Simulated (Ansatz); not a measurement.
# AgPb2F6: the cost of one run

Program: Ansatz 0.2.0. Level of theory: DFT PBE, scalar-relativistic, plane waves, PAW. These are calculated values, not measurements.

### 1 The system as given

Symmetry: Fm-3m, No. 225, cubic system. The conventional cell has a = 8.385 Å, b = 8.385 Å, c = 8.385 Å, α = 90.00°, β = 90.00°, γ = 90.00°. Around Ag (site symmetry m-3m) lie 6 F at 2.10 Å. Pb (site symmetry -43m) has 12 F at 2.96 Å as nearest neighbours. F (site symmetry 4mm) has 1 Ag at 2.10 Å and 4 Pb at 2.96 Å as nearest neighbours.

Coordinates:

```
Ag Pb F
1.0
     0.00000    4.19231    4.19231
     4.19231    0.00000    4.19231
     4.19231    4.19231    0.00000
Ag Pb F
1 2 6
Direct
  0.00000 0.00000 0.00000
  0.25000 0.25000 0.25000
  0.75000 0.75000 0.75000
  0.75000 0.25000 0.25000
  0.25000 0.75000 0.75000
  0.25000 0.75000 0.25000
  0.75000 0.25000 0.75000
  0.25000 0.25000 0.75000
  0.75000 0.75000 0.25000
```

Recipe of the guess: ordered vacancies on the cation sites of perovskite (Fm-3m, No. 225). Lengths come from tabulated atomic sizes and are only a guess.

### 2 A first look at the guess

input.yaml

```yaml
crystal:
  lattice:
    - [0.0, 4.19230786, 4.19230786]
    - [4.19230786, 0.0, 4.19230786]
    - [4.19230786, 4.19230786, 0.0]
  atoms:
    - { symbol: Ag, position: [0.0, 0.0, 0.0] }
    - { symbol: Pb, position: [0.25, 0.25, 0.25] }
    - { symbol: Pb, position: [0.75, 0.75, 0.75] }
    - { symbol: F, position: [0.75, 0.25, 0.25] }
    - { symbol: F, position: [0.25, 0.75, 0.75] }
    - { symbol: F, position: [0.25, 0.75, 0.25] }
    - { symbol: F, position: [0.75, 0.25, 0.75] }
    - { symbol: F, position: [0.25, 0.25, 0.75] }
    - { symbol: F, position: [0.75, 0.75, 0.25] }
basis:
  ecutwfc: 420
kpoints:
  mp_grid: { grid: [4, 4, 4] }
hamiltonian:
  xc: pbe
scf:
  occupations: { method: gaussian, width: 0.1 }
  lower_state_search: "off"
output:
  forces: true
  stress: true
  eigenvalues: true
```

Started as:

```console
> ansatz run input.yaml --threads 1 --pin off --max-ram 2048MiB --backend cpu --events-out ev --progress --plain --runs-dir out
```

**Question.** How long does this run take on 1 thread of Arm Neoverse V2, shared host, and how much memory does it need?

About 4 s, with a peak of 0.41 GiB.
